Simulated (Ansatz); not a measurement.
C2H5AlGe, SMILES [CH]1=[CH][GeH2][AlH]1: an atomisation energy, run with the Python package of Ansatz (0.2.0).

Contents of `c2h5alge.xyz`:
```text
9

C    -0.19030    1.23510   -0.25870
C     1.01000    0.70600   -0.16660
Ge    0.43510   -1.14370    0.03300
Al   -1.37060   -0.12790    0.46460
H    -0.53200    2.28530   -0.54040
H     2.00100    1.13740   -0.34130
H     0.53590   -1.91040   -1.29520
H     1.17690   -1.80920    1.26040
H    -2.97740   -0.41900    0.82700
```

The script, `c2h5alge.py`:
```python
# -*- coding: utf-8 -*-
"""Energy to split C2H5AlGe into its atoms."""

from collections import Counter

import ansatz as az


def total_energy(molecule, charge=0, unpaired=0):
    calc = (
        molecule.calculation()
        .basis(gaussian="def2-TZVP")
        .functional("r2scan0")
    )
    if charge:
        calc = calc.charge(charge)
    if unpaired:
        calc = calc.spin("collinear", total=unpaired)
    return calc.run(threads=1, backend="cpu").report["free_energy_ev"]


def main():
    system = az.Crystal.molecule_from_extxyz("c2h5alge.xyz")

    # unpaired electrons of the ground-state atoms
    unpaired = {"C": 2, "Ge": 2, "Al": 1, "H": 1}
    counts = Counter(site.symbol for site in system.cartesian_sites)
    atom_energy = {s: total_energy(az.Crystal.molecule().atom(s, (0, 0, 0)), 0, unpaired[s]) for s in counts}
    whole = total_energy(system, 0, 0)
    for s, e in atom_energy.items():
        print(f"{s:2s} x{counts[s]}  {e:14.5f} eV")
    print(f"C2H5AlGe: {whole:.5f} eV")
    split = sum(counts[s] * e for s, e in atom_energy.items()) - whole
    print(f"atomisation energy (no zero-point term): {split:.3f} eV, {split / sum(counts.values()):.3f} eV an atom")


if __name__ == "__main__":
    main()
```

What does it cost to take this molecule apart into atoms?

29.359 eV from the electronic energies, without the zero-point term.

The output:

```console
$ python c2h5alge.py
C  x2     -1029.51733 eV
Ge x1    -56514.98414 eV
Al x1     -6594.08278 eV
H  x5       -13.60215 eV
C2H5AlGe: -65265.47130 eV
atomisation energy (no zero-point term): 29.359 eV, 3.262 eV an atom
```

These settings explore the input space; basis and method may be short of convergence. The geometry is a force-field or estimated start, not a minimum of this method, and the basis set is short of its limit. All parts are taken at fixed geometry, without zero-point energy. Run time: 15 s on 1 thread of Arm Neoverse V2, with other jobs on the host, peak memory 0.44 GiB.

(A comment or docstring line of the script was reworded after the run, the code is as it ran; lines on the test bed's own set-up are left out of the output.)
